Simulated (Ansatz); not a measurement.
# Rb2IrF6: the cost of one run

All numbers are computed with Ansatz 0.2.0, driven from Python. The levels of theory stand in the script.

## 1. The structure

Symmetry: P-3m1, No. 164, trigonal system. Conventional cell: a = 5.972 Å, b = 5.972 Å, c = 4.794 Å, α = 90.00°, β = 90.00°, γ = 120.00°. Rb (site symmetry 3m) is surrounded by 12 F at 2.95 to 3.08 Å. Ir (site symmetry -3m) is surrounded by 6 F at 1.93 Å. F (site symmetry m) has 1 Ir at 1.93 Å in its first shell of neighbours.

The script reads rb2irf6.xyz:

```xyz
9
Lattice="5.9718 0.0 0.0 -2.9859 5.17173051 0.0 0.0 0.0 4.7939" Properties=species:S:1:pos:R:3 pbc="T T T"
Rb    2.98590000    1.72391017    0.97498338
Rb   -0.00000000    3.44782034    3.81891662
Ir    0.00000000    0.00000000    2.39695000
F     0.00000000    1.61875165    1.34133322
F     1.58401995    4.36235468    1.34133322
F    -1.58401995    4.36235468    1.34133322
F     1.40188005    0.80937582    3.45256678
F     2.98590000    3.55297886    3.45256678
F     4.56991995    0.80937582    3.45256678
```

## 2. The code

Contents of lattice_rb2irf6.py:

```python
"""Relaxed cell of Rb2IrF6 under several functionals."""

import ansatz as az
import numpy as np

def edges_and_angles(cell):
    cell = np.asarray(cell)
    a, b, c = np.linalg.norm(cell, axis=1)
    cosines = cell[1] @ cell[2] / (b * c), cell[0] @ cell[2] / (a * c), cell[0] @ cell[1] / (a * b)
    return (a, b, c, *np.degrees(np.arccos(cosines)))


def main() -> None:
    crystal = az.Crystal.from_extxyz("rb2irf6.xyz")

    setup = (
        crystal.calculation()
        .kpoints(6)
        .occupations("fermi_dirac", width=0.05)
        .relax(cell=True, force_tolerance=0.005, max_steps=100)
    )

    levels = [("lda", "none"), ("blyp", "d3bj"), ("r2scan", "d4")]
    print("level            a       b       c    alpha   beta  gamma  V/atom  steps")
    for name, dispersion in levels:
        seen = []
        run = setup.functional(name, dispersion=dispersion).session().plan()
        outcome = run.execute(on_event=lambda e: seen.append(e) if e["event"] == "relax_step" else None)
        cell = outcome.lattice.cell_ang
        label = name if dispersion == "none" else f"{name}+{dispersion}"
        print("{:13s} {:7.4f} {:7.4f} {:7.4f} {:6.2f} {:6.2f} {:6.2f}".format(label, *edges_and_angles(cell)), f"{abs(np.linalg.det(cell)) / len(outcome.lattice.sites):7.3f} {len(seen):5d}")


if __name__ == "__main__":
    main()
```

## 3. Running it

Launch:

```
$ python lattice_rb2irf6.py
```

Q: Estimate wall time and peak memory on 1 thread of Intel Xeon 6975P-C (Granite Rapids), shared host.

About 3.1 min, with a peak of 0.97 GiB.
